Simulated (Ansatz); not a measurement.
**CaIn2As2, relaxed**

The start is CaIn2As2, a crystal from a database, its volume scaled a little. Where does it settle when we relax the atoms in a fixed cell, and what is it like there?

Method: DFT, r2SCAN, no spin polarisation, plane waves, PAW, in Ansatz 0.2.0.

### 1 The structure

Symmetry: P6_3/mmc, No. 194, hexagonal system. The conventional cell has a = 4.172 Å, b = 4.172 Å, c = 17.829 Å, α = 90.00°, β = 90.00°, γ = 120.00°. Around In (site symmetry 3m) lie 3 As at 2.70 Å and 1 In at 2.78 Å. Around As (site symmetry 3m) lie 3 In at 2.70 Å and 3 Ca at 3.04 Å. Around Ca (site symmetry -3m) lie 6 As at 3.04 Å.

Its coordinates follow in the input file.

The first density is read from a saved solution for the starting cell.

### 2 Relaxing

Contents of input.yaml:

```yaml
crystal:
  lattice:
    - [4.172196, 0.0, 0.0]
    - [-2.086098, 3.613231, 0.0]
    - [0.0, 0.0, 17.828539]
  atoms:
    - { symbol: In, position: [0.33333, 0.66667, 0.17198] }
    - { symbol: In, position: [0.66667, 0.33333, 0.67198] }
    - { symbol: In, position: [0.33333, 0.66667, 0.32802] }
    - { symbol: In, position: [0.66667, 0.33333, 0.82802] }
    - { symbol: As, position: [0.33333, 0.66667, 0.60362] }
    - { symbol: As, position: [0.66667, 0.33333, 0.10362] }
    - { symbol: As, position: [0.33333, 0.66667, 0.89638] }
    - { symbol: As, position: [0.66667, 0.33333, 0.39638] }
    - { symbol: Ca, position: [0.0, 0.0, 0.0] }
    - { symbol: Ca, position: [0.0, 0.0, 0.5] }
  symmetry: { tolerance: 0.0003 }
kpoints:
  mp_grid: { grid: [7, 7, 2], shift: [0, 0, 0] }
magnetization:
  spin_polarized: false
scf:
  occupations: { method: cold, width: 0.1949 }
  lower_state_search: "off"
hamiltonian:
  pseudopotentials: { kind: paw }
  xc: r2scan
basis:
  ecutwfc: 500
  fft_grid_basis: typed
relax:
  max_steps: 40
output:
  forces: true
  stress: true
  eigenvalues: true
  bader: true
  populations: true
  elf: true
  write_potential: true
  volumetric_format: npy
  dos:
    e_range: [-12, 8]
    de: 0.05
    projected: { site_lists: { As: [As], Ca: [Ca], In: [In] } }
checkpoint:
  read: saved_state
```

The run is started by

```bash
ansatz run input.yaml --threads 2 --pin off --max-ram 3584MiB --backend cpu --events-out ev --progress --plain --runs-dir out
```

What does the calculation give? Wanted: moves; energy gained; largest move; pressure left in the fixed cell; gap; Bader charges.

**Answer**, as computed:

| quantity | value |
| --- | --- |
| moves | 2 |
| energy gained | 0.3 meV/atom |
| largest move | 0.01 Å (As) |
| space group (0.01 Å), before / after | P6_3/mmc / P6_3/mmc |
| pressure left in the fixed cell | -0.1 GPa |
| gap (mesh) | 0.33 eV, direct |
| Bader charges | In +0.59, As -1.32, Ca +1.45 e |

In words: In the fixed cell the largest move of an atom is 0.01 Å. The run held to 24 symmetry operations, so a lower structure without them is not ruled out. It is gapped: 0.33 eV, direct at the points sampled; within 0.7 eV of the edges the states project mainly on As p (69 %) and In p (19 %) below and In s (34 %), In p (17 %) and As p (17 %) above. A semilocal functional usually gives too small a gap. At the density minimum between As and Ca (3.03 Å) the ELF is 0.11 and the density 0.14 e/Å³, a closed-shell (ionic or weak) contact. By Bader's partition Ca gives up most (+1.45 e) and As takes most (-1.32 e).

Keep in mind: a band edge lies within two smearing widths of the Fermi level; wide smearing; the gap is not wide against the smearing; the SCF threshold is loose for a stress.
